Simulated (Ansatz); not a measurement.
# CoSn: the cost of one run

Computed with Ansatz 0.2.0 (DFT PBE, scalar-relativistic, plane waves, PAW, unless a step's input says otherwise).

1 further run of the same task is left out (set aside as unsound or not needed).

## (1) The starting structure

It takes space group P6/mmm (No. 191, hexagonal). The conventional cell has a = 5.297 Å, b = 5.297 Å, c = 4.230 Å, α = 90.00°, β = 90.00°, γ = 120.00°. Co (site symmetry mmm) has 6 Sn at 2.61 to 2.65 Å and 4 Co at 2.65 Å as nearest neighbours. Sn (site symmetry -6m2) has 6 Co at 2.61 Å as nearest neighbours. Sn (site symmetry 6/mmm) is surrounded by 6 Co at 2.65 Å.

Structure file:

```
Co Sn
1.0
     5.29661    0.00000    0.00000
    -2.64831    4.58700    0.00000
     0.00000    0.00000    4.23024
Co Sn
3 3
Direct
  0.00000 0.50000 0.00000
  0.50000 0.50000 0.00000
  0.50000 0.00000 0.00000
  0.66667 0.33333 0.50000
  0.33333 0.66667 0.50000
  0.00000 0.00000 0.00000
```

It goes back to an entry of the Materials Project.

This cell was relaxed beforehand with the same method: volume 17.13 Å³/atom, gap on the mesh none (metal).

## (2) Relaxing to 0.001 eV/Å, with the smearing for a metal

Response runs need a geometry at rest under their own mesh and occupations; hence this stricter relaxation.

The input, input.yaml:

```yaml
crystal:
  lattice:
    - [5.2966106571, 0.0, 0.0]
    - [-2.6483053286, 4.586999383, 0.0]
    - [0.0, 0.0, 4.2302439058]
  atoms:
    - { symbol: Co, position: [0.0, 0.5, 0.0] }
    - { symbol: Co, position: [0.5, 0.5, 0.0] }
    - { symbol: Co, position: [0.5, 0.0, 0.0] }
    - { symbol: Sn, position: [0.6666666667, 0.3333333333, 0.5] }
    - { symbol: Sn, position: [0.3333333333, 0.6666666667, 0.5] }
    - { symbol: Sn, position: [0.0, 0.0, 0.0] }
basis:
  ecutwfc: 420
kpoints:
  mp_grid: { grid: [10, 10, 8] }
hamiltonian:
  xc: pbe
scf:
  occupations: { method: fermi_dirac, width: 0.15 }
output:
  forces: true
  stress: true
  eigenvalues: true
relax:
  adjacent_minimum: "off"
  f_tol: 0.001
  max_steps: 60
  cell: { stress_tol: 0.01 }
```

Run with:

```console
$ ansatz run input.yaml --threads 8 --pin off --max-ram 22528MiB --backend cpu --events-out ev --progress --plain --runs-dir out
```

Q: Estimate wall time and peak memory on 8 threads of AMD EPYC (Zen 3), shared host.

About 27 s, with a peak of 0.84 GiB.
